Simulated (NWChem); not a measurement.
# One shape, several levels: C8H18 (SMILES CCC(C)CC(C)C)

We compute a comparison of 3 runs (HF/STO-3G, HF/3-21G, B3LYP/6-31G*) of C8H18. 

Program for the calculation: NWChem 7.3.0.

### 1 Starting point

C8H18: 26 atoms, total charge 0, spin state singlet. SMILES: `CCC(C)CC(C)C`. The shape is that of a PBE0-D4/def2-TZVP optimisation. This is one conformer, not always the lowest.

Some bond lengths: C1–C2 1.520 Å, C2–C3 1.527 Å, C3–C4 1.523 Å, C3–C5 1.528 Å, C5–C6 1.527 Å, C6–C7 1.522 Å, C6–C8 1.522 Å, C1–H9 1.092 Å, C1–H10 1.092 Å, C1–H11 1.094 Å, C2–H12 1.094 Å, C2–H13 1.098 Å, C3–H14 1.098 Å, C4–H15 1.093 Å, C4–H16 1.091 Å, C4–H17 1.095 Å. Some angles: C1–C2–C3 114.6°, C2–C3–C4 111.9°, C2–C3–C5 111.9°, C4–C3–C5 109.4°, C3–C5–C6 117.3°, C5–C6–C7 109.8°, C5–C6–C8 112.2°, C7–C6–C8 110.6°, C1–C2–H12 108.5°, C1–C2–H13 109.7°.

### 2 Energy and gradient at HF/STO-3G (run 1)

job.nw reads:

```
start job
memory total 2200 mb
charge 0

geometry noautosym nocenter noautoz
  C       -0.034400      -2.615700      -1.547600
  C       -0.104200      -1.123900      -1.266300
  C       -0.588200      -0.764500       0.136500
  C       -1.987900      -1.298500       0.409600
  C       -0.565800       0.743900       0.377200
  C        0.774000       1.459100       0.218600
  C        0.600500       2.946300       0.492900
  C        1.850700       0.870600       1.118500
  H        0.401900      -2.809000      -2.530300
  H       -1.020500      -3.084100      -1.531500
  H        0.586400      -3.126000      -0.804900
  H        0.889800      -0.693500      -1.421800
  H       -0.761600      -0.638900      -1.999700
  H        0.093500      -1.238700       0.855200
  H       -2.326800      -1.009000       1.407700
  H       -2.033100      -2.387400       0.350100
  H       -2.704200      -0.893600      -0.313100
  H       -1.293900       1.212100      -0.298700
  H       -0.935000       0.936600       1.393500
  H        1.104500       1.353100      -0.821700
  H        1.535700       3.491200       0.340200
  H        0.282800       3.115100       1.526900
  H       -0.156300       3.386400      -0.162100
  H        2.066200      -0.172100       0.875000
  H        2.784900       1.430700       1.027500
  H        1.541100       0.910000       2.168100
end

basis spherical bse
  * library STO-3G
end

scf
  thresh 1e-08
  maxiter 80
  noprint "final vectors analysis"
end

task scf gradient
```

Started as:

```bash
$ nwchem job.nw > job.out
```

What it wrote:

```text
[...]
  functions       =    58
[...]
  wavefunction    = RHF
[...]
         Total SCF energy =   -309.777354056763
      One-electron energy =  -1232.402153412851
      Two-electron energy =    512.469677495799
 Nuclear repulsion energy =    410.155121860289
        Time for solution =     13.4s
[...]
                         RHF ENERGY GRADIENTS
    atom               coordinates                        gradient
                 x          y          z           x          y          z
   1 C      -0.065007  -4.942956  -2.924540   -0.001973   0.026385   0.003169
   2 C      -0.196909  -2.123863  -2.392960   -0.004912  -0.020361   0.023212
   3 C      -1.111537  -1.444696   0.257948   -0.018326   0.014168  -0.017500
   4 C      -3.756586  -2.453809   0.774032    0.027324   0.006705  -0.003681
   5 C      -1.069207   1.405767   0.712805    0.028766  -0.017315  -0.008850
   6 C       1.462648   2.757299   0.413094   -0.008949   0.004392   0.024344
   7 C       1.134780   5.567700   0.931446    0.004102  -0.026896  -0.007792
   8 C       3.497316   1.645195   2.113659   -0.019247   0.009105  -0.019235
   9 H       0.759481  -5.308240  -4.781574    0.001976  -0.002718  -0.004757
  10 H      -1.928465  -5.828104  -2.894115   -0.005113  -0.003708   0.000240
  11 H       1.108135  -5.907283  -1.521040    0.003723  -0.003823   0.004357
[...]
```

Wall time 16 s (1 thread of AMD EPYC 9R14 (Zen 4), shared host); peak memory 0.098 GiB.

### 3 Energy and gradient at HF/3-21G (run 2)

run.py reads:

```python
from ase import Atoms
from ase.calculators.nwchem import NWChem

atoms = Atoms(['C', 'C', 'C', 'C', 'C', 'C', 'C', 'C', 'H', 'H', 'H', 'H', 'H', 'H', 'H', 'H', 'H', 'H', 'H', 'H', 'H', 'H', 'H', 'H', 'H', 'H'], positions=[
    [-0.034400, -2.615700, -1.547600],
    [-0.104200, -1.123900, -1.266300],
    [-0.588200, -0.764500, 0.136500],
    [-1.987900, -1.298500, 0.409600],
    [-0.565800, 0.743900, 0.377200],
    [0.774000, 1.459100, 0.218600],
    [0.600500, 2.946300, 0.492900],
    [1.850700, 0.870600, 1.118500],
    [0.401900, -2.809000, -2.530300],
    [-1.020500, -3.084100, -1.531500],
    [0.586400, -3.126000, -0.804900],
    [0.889800, -0.693500, -1.421800],
    [-0.761600, -0.638900, -1.999700],
    [0.093500, -1.238700, 0.855200],
    [-2.326800, -1.009000, 1.407700],
    [-2.033100, -2.387400, 0.350100],
    [-2.704200, -0.893600, -0.313100],
    [-1.293900, 1.212100, -0.298700],
    [-0.935000, 0.936600, 1.393500],
    [1.104500, 1.353100, -0.821700],
    [1.535700, 3.491200, 0.340200],
    [0.282800, 3.115100, 1.526900],
    [-0.156300, 3.386400, -0.162100],
    [2.066200, -0.172100, 0.875000],
    [2.784900, 1.430700, 1.027500],
    [1.541100, 0.910000, 2.168100],
])

calc = NWChem(
    label='work',
    theory='scf',
    memory='2200 mb',
    basis='3-21G',
    basispar='spherical bse',
    scf={'nopen': '0', 'rhf': None, 'thresh': '1e-08', 'maxiter': '80', 'print': 'low'},
)
atoms.calc = calc

forces = atoms.get_forces()
print("Total energy (eV):", round(atoms.get_potential_energy(), 6))
print("forces (eV/A):")
for s, f in zip(atoms.symbols, forces):
    print(f"{s:2s} {f[0]:10.5f} {f[1]:10.5f} {f[2]:10.5f}")
```

Started as:

```bash
$ export ASE_NWCHEM_COMMAND="nwchem PREFIX.nwi > PREFIX.nwo"
$ python run.py
```

What it wrote:

```text
Total energy (eV): -8481.927241
forces (eV/A):
C     0.02931   -0.93362   -0.11472
C     0.15355    0.81895   -0.71101
C     0.71328   -0.48758    0.62097
C    -0.86255   -0.25048    0.08212
C    -0.87649    0.53484    0.27742
C     0.30252   -0.18697   -0.96103
C    -0.12650    0.84805    0.26302
C     0.57721   -0.30113    0.60472
H    -0.10094    0.07852    0.23592
H     0.26580    0.16080   -0.02083
H    -0.14784    0.15740   -0.18440
H    -0.29938   -0.19715    0.05975
H     0.16044   -0.18018    0.22276
H    -0.25264    0.15370   -0.24189
H     0.10650   -0.07924   -0.24374
H     0.04160    0.30750    0.03404
H     0.21196   -0.09282    0.17710
H     0.23017   -0.15931    0.15643
H     0.15288   -0.07379   -0.27984
H    -0.10578    0.06078    0.36309
H    -0.23104   -0.16347    0.01933
H     0.08886   -0.07446   -0.26678
H     0.20785   -0.13226    0.14779
H    -0.05790    0.31290    0.04181
H    -0.23762   -0.13334    0.00257
H     0.05672    0.01239   -0.28462
```

The calculator wrote work.nwi:

```
title "work"

permanent_dir work

scratch_dir work

start work

geometry units angstrom nocenter noautosym noautoz
  C  -3.4400000000000000e-02 -2.6156999999999999e+00 -1.5476000000000001e+00
  C  -1.0420000000000000e-01 -1.1238999999999999e+00 -1.2663000000000000e+00
  C  -5.8819999999999995e-01 -7.6449999999999996e-01 1.3650000000000001e-01
  C  -1.9879000000000000e+00 -1.2985000000000000e+00 4.0960000000000002e-01
  C  -5.6579999999999997e-01 7.4390000000000001e-01 3.7719999999999998e-01
  C  7.7400000000000002e-01 1.4591000000000001e+00 2.1859999999999999e-01
  C  6.0050000000000003e-01 2.9462999999999999e+00 4.9290000000000000e-01
  C  1.8507000000000000e+00 8.7060000000000004e-01 1.1185000000000000e+00
  H  4.0189999999999998e-01 -2.8090000000000002e+00 -2.5303000000000000e+00
  H  -1.0205000000000000e+00 -3.0840999999999998e+00 -1.5315000000000001e+00
  H  5.8640000000000003e-01 -3.1259999999999999e+00 -8.0489999999999995e-01
  H  8.8980000000000004e-01 -6.9350000000000001e-01 -1.4218000000000000e+00
  H  -7.6160000000000005e-01 -6.3890000000000002e-01 -1.9997000000000000e+00
  H  9.3500000000000000e-02 -1.2386999999999999e+00 8.5519999999999996e-01
  H  -2.3268000000000000e+00 -1.0089999999999999e+00 1.4077000000000000e+00
  H  -2.0331000000000001e+00 -2.3874000000000000e+00 3.5010000000000002e-01
  H  -2.7042000000000002e+00 -8.9359999999999995e-01 -3.1309999999999999e-01
  H  -1.2939000000000001e+00 1.2121000000000000e+00 -2.9870000000000002e-01
  H  -9.3500000000000005e-01 9.3659999999999999e-01 1.3935000000000000e+00
  H  1.1045000000000000e+00 1.3531000000000000e+00 -8.2169999999999999e-01
  H  1.5357000000000001e+00 3.4912000000000001e+00 3.4020000000000000e-01
  H  2.8280000000000000e-01 3.1151000000000000e+00 1.5268999999999999e+00
  H  -1.5629999999999999e-01 3.3864000000000001e+00 -1.6209999999999999e-01
  H  2.0661999999999998e+00 -1.7210000000000000e-01 8.7500000000000000e-01
  H  2.7848999999999999e+00 1.4307000000000001e+00 1.0275000000000001e+00
  H  1.5410999999999999e+00 9.1000000000000003e-01 2.1680999999999999e+00
end

memory 2200 mb

basis spherical bse noprint
   * library 3-21G
end

scf
  nopen 0
  rhf
  thresh 1e-08
  maxiter 80
  print low
end

task scf gradient
```

work.nwo:

```text
Northwest Computational Chemistry Package (NWChem) 7.3.0
             --------------------------------------------------------

           Job information
           ---------------

    nwchem branch   = 7.3.0
    use scalapack   = T
    input           = work.nwi
    prefix          = work.
    data base       = work/work.db
    status          = startup
    nproc           =        1

           Memory information
           ------------------

[... 5 lines left out ...]
    hardfail = no
[... 145 lines left out ...]
       Final RHF  results
[... 3 lines left out ...]
      One-electron energy =  -1232.639936784666
[... 1 line left out ...]
 Nuclear repulsion energy =    410.155121860288
[... 3 lines left out ...]
                              NWChem Gradients Module
                              -----------------------

                         RHF ENERGY GRADIENTS

    atom               coordinates                        gradient
                 x          y          z           x          y          z
   1 C      -0.065007  -4.942956  -2.924540   -0.000570   0.018156   0.002231
   2 C      -0.196909  -2.123863  -2.392960   -0.002986  -0.015926   0.013827
   3 C      -1.111537  -1.444696   0.257948   -0.013871   0.009482  -0.012076
[... 22 lines of this table left out ...]
  26 H       2.912257   1.719651   4.097115   -0.001103  -0.000241   0.005535

 Task  times  cpu:       17.4s     wall:       17.4s
 Total times  cpu:       17.4s     wall:       17.4s
```

Run time: 19 s. Hardware: 1 thread of AMD EPYC 9R14 (Zen 4), shared host; peak memory 0.1 GiB.

### 4 Energy and forces at B3LYP/6-31G(d) (Cartesian functions) (run 3)

run.py, as its differences from that of step 3:

```diff
@@ -3,3 +3,3 @@
 
-atoms = Atoms(['C', 'C', 'C', 'C', 'C', 'C', 'C', 'C', 'H', 'H', 'H', 'H', 'H', 'H', 'H', 'H', 'H', 'H', 'H', 'H', 'H', 'H', 'H', 'H', 'H', 'H'], positions=[
+mol = Atoms(['C', 'C', 'C', 'C', 'C', 'C', 'C', 'C', 'H', 'H', 'H', 'H', 'H', 'H', 'H', 'H', 'H', 'H', 'H', 'H', 'H', 'H', 'H', 'H', 'H', 'H'], positions=[
     [-0.034400, -2.615700, -1.547600],
@@ -33,15 +33,15 @@
 calc = NWChem(
-    label='work',
-    theory='scf',
+    label='input',
+    theory='dft',
     memory='2200 mb',
-    basis='3-21G',
-    basispar='spherical bse',
-    scf={'nopen': '0', 'rhf': None, 'thresh': '1e-08', 'maxiter': '80', 'print': 'low'},
+    basis='6-31G*',
+    dft={'xc': 'b3lyp', 'mult': '1', 'grid': 'fine', 'convergence': 'energy 1e-08', 'iterations': '100', 'mulliken': None},
 )
-atoms.calc = calc
+mol.calc = calc
 
-forces = atoms.get_forces()
-print("Total energy (eV):", round(atoms.get_potential_energy(), 6))
+forces = mol.get_forces()
+print("Total energy (eV):", round(mol.get_potential_energy(), 6))
 print("forces (eV/A):")
-for s, f in zip(atoms.symbols, forces):
+for s, f in zip(mol.symbols, forces):
     print(f"{s:2s} {f[0]:10.5f} {f[1]:10.5f} {f[2]:10.5f}")
+print("dipole (e A):", mol.get_dipole_moment().round(4))
```

Started as:

```bash
$ export ASE_NWCHEM_COMMAND="nwchem PREFIX.nwi > PREFIX.nwo"
$ python run.py
```

What it wrote:

```text
Total energy (eV): -8590.859824
forces (eV/A):
C     0.02972   -0.22734   -0.08654
C     0.06721    0.12984   -0.17941
C     0.10279   -0.09631    0.13689
C    -0.22610   -0.09996    0.06937
C    -0.20708    0.13020    0.06793
C     0.06094    0.00936   -0.18183
C    -0.01116    0.24405    0.02623
C     0.20420   -0.07832    0.12758
H     0.05204   -0.03888   -0.11457
H    -0.09636   -0.06788   -0.00725
H     0.06623   -0.07420    0.06921
H     0.09174    0.01872   -0.04787
H    -0.05045    0.03954   -0.09436
H     0.04643   -0.05230    0.06644
H    -0.06222    0.01759    0.10886
H    -0.03116   -0.11467    0.00473
H    -0.09914    0.02581   -0.06381
H    -0.08150    0.05358   -0.05307
H    -0.04895    0.02674    0.09112
H     0.04463    0.00776   -0.09271
H     0.09590    0.08248   -0.01496
H    -0.03276    0.04777    0.10680
H    -0.07595    0.07065   -0.06345
H     0.04829   -0.09894   -0.00396
H     0.12033    0.04921    0.00638
H    -0.00751   -0.00437    0.12233
dipole (e A): [ 0.0166 -0.0045 -0.0137]
```

The calculator wrote input.nwi:

```
title "input"

permanent_dir input

scratch_dir input

start input

geometry units angstrom nocenter noautosym noautoz
  C  -3.4400000000000000e-02 -2.6156999999999999e+00 -1.5476000000000001e+00
  C  -1.0420000000000000e-01 -1.1238999999999999e+00 -1.2663000000000000e+00
  C  -5.8819999999999995e-01 -7.6449999999999996e-01 1.3650000000000001e-01
  C  -1.9879000000000000e+00 -1.2985000000000000e+00 4.0960000000000002e-01
  C  -5.6579999999999997e-01 7.4390000000000001e-01 3.7719999999999998e-01
  C  7.7400000000000002e-01 1.4591000000000001e+00 2.1859999999999999e-01
  C  6.0050000000000003e-01 2.9462999999999999e+00 4.9290000000000000e-01
  C  1.8507000000000000e+00 8.7060000000000004e-01 1.1185000000000000e+00
  H  4.0189999999999998e-01 -2.8090000000000002e+00 -2.5303000000000000e+00
  H  -1.0205000000000000e+00 -3.0840999999999998e+00 -1.5315000000000001e+00
  H  5.8640000000000003e-01 -3.1259999999999999e+00 -8.0489999999999995e-01
  H  8.8980000000000004e-01 -6.9350000000000001e-01 -1.4218000000000000e+00
  H  -7.6160000000000005e-01 -6.3890000000000002e-01 -1.9997000000000000e+00
  H  9.3500000000000000e-02 -1.2386999999999999e+00 8.5519999999999996e-01
  H  -2.3268000000000000e+00 -1.0089999999999999e+00 1.4077000000000000e+00
  H  -2.0331000000000001e+00 -2.3874000000000000e+00 3.5010000000000002e-01
  H  -2.7042000000000002e+00 -8.9359999999999995e-01 -3.1309999999999999e-01
  H  -1.2939000000000001e+00 1.2121000000000000e+00 -2.9870000000000002e-01
  H  -9.3500000000000005e-01 9.3659999999999999e-01 1.3935000000000000e+00
  H  1.1045000000000000e+00 1.3531000000000000e+00 -8.2169999999999999e-01
  H  1.5357000000000001e+00 3.4912000000000001e+00 3.4020000000000000e-01
  H  2.8280000000000000e-01 3.1151000000000000e+00 1.5268999999999999e+00
  H  -1.5629999999999999e-01 3.3864000000000001e+00 -1.6209999999999999e-01
  H  2.0661999999999998e+00 -1.7210000000000000e-01 8.7500000000000000e-01
  H  2.7848999999999999e+00 1.4307000000000001e+00 1.0275000000000001e+00
  H  1.5410999999999999e+00 9.1000000000000003e-01 2.1680999999999999e+00
end

memory 2200 mb

basis noprint
   * library 6-31G*
end

dft
  xc b3lyp
  mult 1
  grid fine
  convergence energy 1e-08
  iterations 100
  mulliken
end

task dft gradient
```

input.nwo:

```text
Northwest Computational Chemistry Package (NWChem) 7.3.0
             --------------------------------------------------------

           Job information
           ---------------

    nwchem branch   = 7.3.0
    use scalapack   = T
    input           = input.nwi
    prefix          = input.
    data base       = input/input.db
    status          = startup
    nproc           =        1

           Memory information
           ------------------

[... 5 lines left out ...]
    hardfail = no
[... 138 lines left out ...]
  convergence criterion.
[... 41 lines left out ...]
          Spatial weights used:  Erf1
[... 32 lines left out ...]
 1-e energy   =   -1227.485801
[... 58 lines left out ...]
           Coulomb energy =      560.628783871159
[... 1159 lines left out ...]
          Convergence on density requested:  1.00D-05
[... 27 lines left out ...]
          total energy or number of iterations.
[... 36 lines left out ...]
                 ----------------------------------------
                 |  Time  |  1-e(secs)   |  2-e(secs)   |
                 ----------------------------------------
                 |  CPU   |       0.03   |       7.16   |
                 ----------------------------------------
                 |  WALL  |       0.03   |       7.16   |
                 ----------------------------------------

 Task  times  cpu:       78.1s     wall:       78.1s
 Total times  cpu:       78.1s     wall:       78.1s
```

Wall time 79 s (1 thread of AMD EPYC 9R14 (Zen 4), shared host); peak memory 0.14 GiB.

### 5 All runs side by side

```tsv
run	level	Cartesian functions	iteration cap	energy (Eh)	dipole moment (D)	largest force (eV/Å)	wall time
1	HF/STO-3G	no	80	-309.777354	0.04	1.785	16 s
2	HF/3-21G	no	80	-311.705079	–	1.095	19 s
3	B3LYP/6-31G* (Cartesian functions)	yes	100	-315.708278	0.11	0.257	79 s
```

### 6 What came out

| quantity | value |
| --- | --- |
| run 3: total energy | -315.70828 Eh |
| run 3: dipole moment | 0.11 D |
| run 3: HOMO energy | -8.07 eV |
| run 3: LUMO energy | 2.25 eV |
| run 3: HOMO–LUMO gap | 10.32 eV |
| run 3: largest force on an atom | 0.257 eV/Å |

In words: In run 1 the basis is minimal, so the values are rough. All runs together took 1.9 min, the longest 79 s.
